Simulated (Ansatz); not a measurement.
**LaBi2ClO4 under changes of volume**

One of the cells (18.563 Å³/atom); the others are scaled copies at fixed shape and fractional positions:

```
CELL_PARAMETERS angstrom
3.98890 0.00000 0.00000
0.00000 3.98890 0.00000
0.00000 0.00000 9.33319
ATOMIC_POSITIONS crystal
Bi 0.50000 0.50000 0.72162
Bi 0.50000 0.50000 0.27838
La 0.00000 0.00000 0.00000
Cl 0.00000 0.00000 0.50000
O 0.50000 0.00000 0.83834
O 0.50000 0.00000 0.16166
O 0.00000 0.50000 0.83834
O 0.00000 0.50000 0.16166
```

The cell is a database's computed one.

```yaml
Program: Ansatz 0.2.0
Functional: PBEsol
Potentials_or_basis: Ansatz PAW
Cutoff: "420 eV (not typed: the program's choice for these potentials)"
k_mesh: 7 × 7 × 3
Occupations: fermi-dirac, width 0.05 eV
Spin: no spin polarisation
```

```csv
volume (Å³/atom),energy over the lowest point (meV/atom),pressure (GPa),gap on the mesh (eV),largest force (eV/Å)
17.449,?,?,?,?
17.820,0.00,0.0,1.31,0.239
18.192,2.47,-2.2,1.30,0.113
18.563,9.89,-4.2,1.29,0.340
18.934,21.67,-5.9,1.28,0.597
19.305,37.33,-7.5,1.26,0.834
19.677,56.39,-8.9,1.25,1.052
```

**Question.** What does the run at 17.449 Å³/atom give?

**Answer.** Energy over the lowest point 2.89 meV/atom; pressure 2.5 GPa; gap on the mesh 1.32 eV; largest force 0.566 eV/Å.

Worked out: A Birch-Murnaghan fit of order 3 (a polynomial in V^(-2/3)) to the other rows has its minimum at 17.84 Å³/atom with B0 = V·E''(V) = 116 GPa and B' = 5.1 at fixed shape and positions, which overstates the stiffness. It gives 3.18 meV/atom at 17.449 Å³/atom, against the run's 2.89, and -dE/dV = 2.7 GPa, against 2.5. A straight line through the other rows of the gap, of slope -0.619 eV per unit of ln V, extrapolates to 1.33 eV, against the run's 1.32.

Energies are extrapolated to zero smearing.

Caveats: odd divisions of the mesh miss points on the zone boundary, where band edges often lie, so the gap on the mesh can be too wide; spin-orbit coupling is left out, which as a rule narrows the gap of such compounds by several tenths of an eV; the PAW data sets come from PBE, with cores solved anew for the run's functional, which leaves a small shift of forces and pressure; forces of over 1 eV/Å show positions far from the minimum, so gaps and moduli don't describe the material at rest (some runs).

A mesh can miss the band edges.
